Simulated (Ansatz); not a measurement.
**Sn2Ru3S2 (element-swapped structure): how the settings move a single-point run**

Aim: see which settings change the result for Sn2Ru3S2 (element-swapped structure), by how much, and at what cost.

Method: reference: DFT r2SCAN, plane waves, PAW, scalar-relativistic, no spin polarisation, in Ansatz 0.2.0.

1 further run of the same task is left out (set aside as unsound or not needed).

**1. The system as given**

Symmetry: R-3m, No. 166, trigonal system. The conventional cell has a = 5.626 Å, b = 5.626 Å, c = 13.569 Å, α = 90.00°, β = 90.00°, γ = 120.00°. Around Sn (site symmetry -3m) lie 6 Ru at 2.78 Å. S (site symmetry 3m) has 3 Ru at 2.28 Å and 1 Sn at 2.92 Å as nearest neighbours. Sn (site symmetry -3m) is surrounded by 6 Ru at 2.81 Å and 2 S at 2.92 Å. Ru (site symmetry 2/m) is surrounded by 2 S at 2.28 Å.

Structure file:

```
CELL_PARAMETERS angstrom
5.56843 0.00000 0.00000
2.72679 4.85511 0.00000
2.72679 1.59596 4.58530
ATOMIC_POSITIONS crystal
Sn 0.50000 0.50000 0.50000
S 0.21500 0.21500 0.21500
S 0.78500 0.78500 0.78500
Sn 0.00000 0.00000 0.00000
Ru 0.00000 0.50000 0.50000
Ru 0.50000 0.00000 0.50000
Ru 0.50000 0.50000 0.00000
```

**2. Baseline**

The input, input.yaml:

```yaml
crystal:
  lattice:
    - [5.56843228, 0.0, 0.0]
    - [2.72678995, 4.85510813, 0.0]
    - [2.72678995, 1.59595764, 4.58530132]
  atoms:
    - { symbol: Sn, position: [0.5, 0.5, 0.5] }
    - { symbol: S, position: [0.215, 0.215, 0.215] }
    - { symbol: S, position: [0.785, 0.785, 0.785] }
    - { symbol: Sn, position: [0.0, 0.0, 0.0] }
    - { symbol: Ru, position: [0.0, 0.5, 0.5] }
    - { symbol: Ru, position: [0.5, 0.0, 0.5] }
    - { symbol: Ru, position: [0.5, 0.5, 0.0] }
  symmetry: { tolerance: 0.0003 }
kpoints:
  mp_grid: { grid: [4, 4, 4], shift: [0, 0, 0] }
magnetization:
  spin_polarized: false
scf:
  occupations: { method: fermi_dirac, width: 0.0337 }
hamiltonian:
  pseudopotentials: { kind: paw }
  xc: r2scan
basis:
  ecutwfc: 500
output:
  forces: true
  stress: true
  eigenvalues: true
  write_density: true
  write_potential: true
  elf: true
  volumetric_format: npy
```

Started as:

```bash
$ ansatz run input.yaml --threads 1 --pin off --max-ram 2560MiB --backend cpu --events-out ev --progress --plain --runs-dir out
```

**3. Changing settings: mp_grid.shift [0.5, 0.5, 0.5]**

input.yaml, as its differences from that of step 2:

```diff
@@ -15,3 +15,3 @@
 kpoints:
-  mp_grid: { grid: [4, 4, 4], shift: [0, 0, 0] }
+  mp_grid: { grid: [4, 4, 4], shift: [0.5, 0.5, 0.5] }
 magnetization:
@@ -29,5 +29 @@
   eigenvalues: true
-  write_density: true
-  write_potential: true
-  elf: true
-  volumetric_format: npy
```

**4. A run with other settings**

input.yaml, as its differences from that of step 2:

```diff
@@ -13,3 +13,3 @@
     - { symbol: Ru, position: [0.5, 0.5, 0.0] }
-  symmetry: { tolerance: 0.0003 }
+  symmetry: { detect: false }
 kpoints:
@@ -20,2 +20,3 @@
   occupations: { method: fermi_dirac, width: 0.0337 }
+  convergence: { dr2_threshold: 0.0001 }
 hamiltonian:
@@ -25,2 +26,3 @@
   ecutwfc: 500
+  xc_grid: 3
 output:
```

**6. A further run, with the input changed**

input.yaml, as its differences from that of step 2:

```diff
@@ -17,5 +17,7 @@
 magnetization:
-  spin_polarized: false
+  spin_polarized: true
+  initial_magnetization: 1
 scf:
   occupations: { method: fermi_dirac, width: 0.0337 }
+  max_iter: 100
 hamiltonian:
@@ -29,5 +31 @@
   eigenvalues: true
-  write_density: true
-  write_potential: true
-  elf: true
-  volumetric_format: npy
```

(Steps that only read results are left out.)

Q: Predict the outcome of this session. Wanted: for each run, ending; energy change; pressure; gap; abs. moment; force.

The runs gave:

| run | ending | energy change | pressure (GPa) | gap (eV) | abs. moment (μB) | force (eV/Å) | cycles | time |
| --- | --- | --- | --- | --- | --- | --- | --- | --- |
| reference | converged | 0 | 0.3 | 0.00 | 0.00 | 0.79 | 8 | 18 s |
| 1: mp_grid.shift [0.5, 0.5, 0.5] | converged | +2.2 meV/atom | 0.2 | 0.00 | 0.00 | 0.83 | 8 | 12 s |
| 2: symmetry.detect false, dr2_threshold 0.0001, xc_grid 3, tolerance left out | converged | 0.0 meV/atom | 0.3 | 0.00 | 0.00 | 0.79 | 7 | 67 s |
| 3: spin_polarized true, initial_magnetization 1 | converged | -11.8 meV/atom | 0.9 | - | 1.55 | 0.87 | 20 | 60 s |

Times don't compare one to one where runs were asked for different outputs or read a saved state (see the inputs); cycles may leave out searches for a lower state.

Residual by cycle in the longest SCF loop of each run; runs are numbered as in the table. The quantity is the density residual dr2, in eV.

```csv
cycle,reference,run 1,run 2,run 3
1,0.0671,0.0659,0.0672,3.46
3,0.00247,0.00616,0.00247,1.04
4,2.3e-4,3.6e-4,2.6e-4,0.414
6,2.0e-6,3.7e-6,1.6e-4,0.0179
8,1.6e-8,3.0e-8,-,0.00714
10,-,-,-,2.5e-4
11,-,-,-,7.6e-5
13,-,-,-,9.8e-6
15,-,-,-,4.5e-7
17,-,-,-,4.8e-8
18,-,-,-,1.6e-8
20,-,-,-,3.5e-9
```

**Reading.** Of the converged runs whose energies compare with the reference's, «spin_polarized true, initial_magnetization 1» moves the energy most (-11.8 meV/atom) and «symmetry.detect false, dr2_threshold 0.0001, xc_grid 3, tolerance left out» least (0.0 meV/atom).

The reference is no final answer either: it is run without spin, though an odd electron count or open d shells could carry moments; its mesh is coarse for a cell with so small a gap or none; the structure is made up and not relaxed.
